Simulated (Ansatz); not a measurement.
# Ni: the crystal squeezed far

An exercise on one series of results from a longer session: the logs are not shown, and one member is left open.

Program: Ansatz 0.2.0. Level of theory: DFT PBEsol, with the methods named in each step. These are calculated values, not measurements.

1 further run of the same task is left out (set aside as unsound or not needed). Runs told in other sessions of the task aren't counted.

## The starting structure

Symmetry: Fm-3m, No. 225, cubic system. Conventional cell: a = 3.464 Å, b = 3.464 Å, c = 3.464 Å, α = 90.00°, β = 90.00°, γ = 90.00°. Ni (site symmetry m-3m) has 12 Ni at 2.45 Å in its first shell of neighbours.

As a file:

```
Ni
1.0
     0.00000    1.73198    1.73198
     1.73198    0.00000    1.73198
     1.73198    1.73198    0.00000
Ni
1
Direct
  0.00000 0.00000 0.00000
```

Whether this phase is the stable one at these pressures isn't tested.

Set-up of the first run:

File input.yaml:

```yaml
crystal:
  lattice:
    - [0.0, 1.7319783131, 1.7319783131]
    - [1.7319783131, 0.0, 1.7319783131]
    - [1.7319783131, 1.7319783131, 0.0]
  atoms:
    - { symbol: Ni, position: [0.0, 0.0, 0.0], spin: 1.0 }
magnetization:
  spin_polarized: true
kpoints:
  mp_grid: { grid: [19, 19, 19] }
scf:
  occupations: { method: fermi_dirac, width: 0.05 }
hamiltonian:
  xc: pbesol
  pseudopotentials: { kind: paw }
output:
  forces: true
  stress: true
relax:
  f_tol: 0.005
  max_steps: 40
  cell: {}
```

Command:

```sh
$ ansatz run input.yaml --threads 1 --pin off --max-ram 3072MiB --backend cpu --events-out ev --progress --plain --runs-dir out
```

Among the steps run: Cell relaxed at zero pressure, PAW; Volume scaled by 1, PAW; Volume scaled by 0.88, PAW; Volume scaled by 0.78, PAW; Volume scaled by 0.68, PAW; Volume scaled by 0.58, PAW; Volume scaled by 0.5, PAW; Volume scaled by 0.43, PAW; Volume scaled by 0.43, PAW (source ansatz).

One table of the session follows, with a row left open; its other results are not shown here.

| method | volume over the first | volume (Å³/atom) | pressure (GPa) | moment Ni (μB) |
| --- | --- | --- | --- | --- |
| PAW | 1 | 10.385 | 0.00 | 0.65 |
| PAW | 0.88 | 9.139 | 39.79 | 0.58 |
| PAW | 0.78 | 8.101 | 103.59 | 0.55 |
| PAW | 0.68 | ? | ? | ? |
| PAW | 0.58 | 6.024 | 455.24 | 0.44 |
| PAW | 0.5 | 5.193 | 811.36 | 0.14 |
| PAW | 0.43 | 4.466 | 1381.19 | 0.00 |
| PAW (source ansatz) | 0.43 | 4.466 | 1384.46 | 0.00 |

**Question.** Estimate the row for PAW, 0.68.

As computed: volume (Å³/atom): 7.062; pressure (GPa): 222.64; moment Ni (μB): 0.53. In the column «volume (Å³/atom)» it lies between PAW, 0.58 (6.024) and PAW, 0.78 (8.101).

Caveats from the session: At pressures up to 1384 GPa the PAW spheres may overlap and frozen cores may not hold, so those PAW values are rough without an all-electron check. Warnings in the runs' records: seeded moment not kept.
